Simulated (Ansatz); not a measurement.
**C8H18O: a ladder of functionals and wavefunction methods**

One table from this session's results is given with a row withheld; the runs are named, their logs left out.

The runs use Ansatz 0.2.0, Gaussian basis; functionals in def2-TZVPP, the program's frozen cores in correlated methods.

Plan: PBE-D4, r2SCAN-D4, PBE0-D4, B3LYP-D4, ωB97X-V, ωB97M-V, B2PLYP; CCSD(T)/def2-TZVPP; MP2/def2-QZVPP; extrapolation to the limit.

## The relaxed structure

The geometry comes from an earlier relaxation with PBE0-D4 in a triple-zeta def2 set; it is a stationary point, not always the lowest conformer.

SMILES `CCCCCCCCO`, 27 atoms, charge 0, spin multiplicity 1.

Atoms are counted from 1 here; the program's logs count them from 0.

Bond lengths: C1–C2 1.520 Å, C1–H10 1.094 Å, C1–H11 1.092 Å, C1–H12 1.093 Å, C2–C3 1.524 Å, C2–H13 1.095 Å, C2–H14 1.095 Å, C3–C4 1.526 Å, C3–H15 1.097 Å, C3–H16 1.096 Å, C4–C5 1.533 Å, C4–H17 1.095 Å, C4–H18 1.094 Å, C5–C6 1.532 Å, C5–H19 1.096 Å, C5–H20 1.096 Å, C6–C7 1.525 Å, C6–H21 1.094 Å and more. Angles: C2–C1–H10 110.9°, C2–C1–H11 111.3°, C2–C1–H12 112.1°, H10–C1–H11 107.7°, H10–C1–H12 107.3°, H11–C1–H12 107.4°, C1–C2–C3 113.9°, C1–C2–H13 108.8°, C1–C2–H14 109.9°, C3–C2–H13 108.3°, C3–C2–H14 109.9°, H13–C2–H14 105.6°, C2–C3–C4 116.2°, C2–C3–H15 108.5°, C2–C3–H16 108.8°, C4–C3–H15 108.7°, C4–C3–H16 108.2°, H15–C3–H16 106.0° and more.

Coordinates:

```tsv
atom	x (Å)	y (Å)	z (Å)
C1	-0.3073	1.4352	-2.2467
C2	-1.5710	1.3277	-1.4089
C3	-2.0203	-0.1056	-1.1500
C4	-1.0881	-0.9608	-0.2959
C5	-0.9257	-0.4714	1.1476
C6	0.2555	0.4656	1.4166
C7	1.5517	-0.2395	1.8015
C8	2.1387	-1.1424	0.7341
O9	3.3551	-1.7367	1.1370
H10	-0.4385	0.9435	-3.2150
H11	-0.0447	2.4784	-2.4373
H12	0.5505	0.9661	-1.7586
H13	-2.3816	1.8557	-1.9219
H14	-1.4338	1.8526	-0.4572
H15	-2.1676	-0.6040	-2.1158
H16	-3.0044	-0.0855	-0.6670
H17	-1.4939	-1.9772	-0.2838
H18	-0.1114	-1.0414	-0.7819
H19	-0.8335	-1.3334	1.8180
H20	-1.8553	0.0276	1.4431
H21	0.4348	1.1051	0.5467
H22	-0.0058	1.1432	2.2352
H23	1.3942	-0.8338	2.7085
H24	2.3019	0.5211	2.0559
H25	1.4670	-1.9758	0.5180
H26	2.2689	-0.5794	-0.2032
H27	3.9643	-1.0350	1.3810
```

Set-up of the first run:

Input file in.yaml:

```yaml
crystal:
  periodic: [false, false, false]
  atoms:
    - {symbol: C, position_ang: [-0.307324, 1.435230, -2.246741]}
    - {symbol: C, position_ang: [-1.570952, 1.327748, -1.408852]}
    - {symbol: C, position_ang: [-2.020344, -0.105643, -1.150002]}
    - {symbol: C, position_ang: [-1.088059, -0.960783, -0.295859]}
    - {symbol: C, position_ang: [-0.925671, -0.471442, 1.147617]}
    - {symbol: C, position_ang: [0.255542, 0.465607, 1.416595]}
    - {symbol: C, position_ang: [1.551659, -0.239497, 1.801482]}
    - {symbol: C, position_ang: [2.138731, -1.142414, 0.734078]}
    - {symbol: O, position_ang: [3.355137, -1.736722, 1.137044]}
    - {symbol: H, position_ang: [-0.438529, 0.943494, -3.215031]}
    - {symbol: H, position_ang: [-0.044691, 2.478430, -2.437267]}
    - {symbol: H, position_ang: [0.550503, 0.966083, -1.758569]}
    - {symbol: H, position_ang: [-2.381623, 1.855729, -1.921926]}
    - {symbol: H, position_ang: [-1.433755, 1.852646, -0.457244]}
    - {symbol: H, position_ang: [-2.167564, -0.603973, -2.115837]}
    - {symbol: H, position_ang: [-3.004428, -0.085509, -0.667031]}
    - {symbol: H, position_ang: [-1.493893, -1.977217, -0.283820]}
    - {symbol: H, position_ang: [-0.111367, -1.041449, -0.781880]}
    - {symbol: H, position_ang: [-0.833486, -1.333361, 1.817968]}
    - {symbol: H, position_ang: [-1.855293, 0.027602, 1.443070]}
    - {symbol: H, position_ang: [0.434774, 1.105060, 0.546676]}
    - {symbol: H, position_ang: [-0.005767, 1.143216, 2.235233]}
    - {symbol: H, position_ang: [1.394237, -0.833809, 2.708548]}
    - {symbol: H, position_ang: [2.301949, 0.521124, 2.055925]}
    - {symbol: H, position_ang: [1.467030, -1.975817, 0.518034]}
    - {symbol: H, position_ang: [2.268889, -0.579364, -0.203231]}
    - {symbol: H, position_ang: [3.964305, -1.034959, 1.381012]}
basis:
  gaussian: {orbitals: def2-TZVPP}
hamiltonian: {xc: pbe, dispersion: d4}
output: {forces: true, orbitals: {seedname: orbitals}}
```

Command:

```sh
> ansatz run in.yaml --threads 4 --pin off --events-out ev --progress --plain --max-ram 41984MiB --backend cuda --devices 0, --max-vram 37GiB
```

Among the steps run: PBE-D4 (GGA); r2SCAN-D4 (meta-GGA); PBE0-D4 (hybrid); B3LYP-D4 (hybrid); ωB97X-V (range-separated); ωB97M-V (range-separated); B2PLYP (double hybrid); CCSD(T) in def2-TZVPP; MP2 in def2-QZVPP.

One of the session's tables, all rows but one given; the rest of the session is left out.

It belongs to the step «Atomisation energies». 

| method | atoms, summed (eV) | atomisation energy (kJ/mol) |
| --- | --- | --- |
| PBE-D4 | -10513.677 | 10957.0 |
| r2SCAN-D4 | -10523.205 | 10776.9 |
| PBE0-D4 | -10516.663 | 10831.0 |
| B3LYP-D4 | ? | ? |
| ωB97X-V | -10526.725 | 10774.0 |
| ωB97M-V | -10523.793 | 10788.0 |
| B2PLYP | -10521.097 | 10648.0 |
| HF/def2-TZVPP | -10485.963 | 8070.5 |
| MP2/def2-TZVPP | -10504.210 | 10644.8 |
| CCSD/def2-TZVPP | -10509.105 | 10406.9 |
| CCSD(T)/def2-TZVPP | -10509.624 | 10536.0 |
| MP2/CBS | -10507.482 | 10871.0 |
| CCSD(T)/CBS | -10512.897 | 10762.2 |

Estimate the missing values for B3LYP-D4.

As computed: atoms, summed (eV): -10531.102; atomisation energy (kJ/mol): 10759.4. In the column «atoms, summed (eV)» it is the lowest.

Limits of these values: Free atoms (8 C, 1 O, 18 H) were run apart at each level; the atomisation energy is their sum less the molecule, without zero-point or spin-orbit terms.
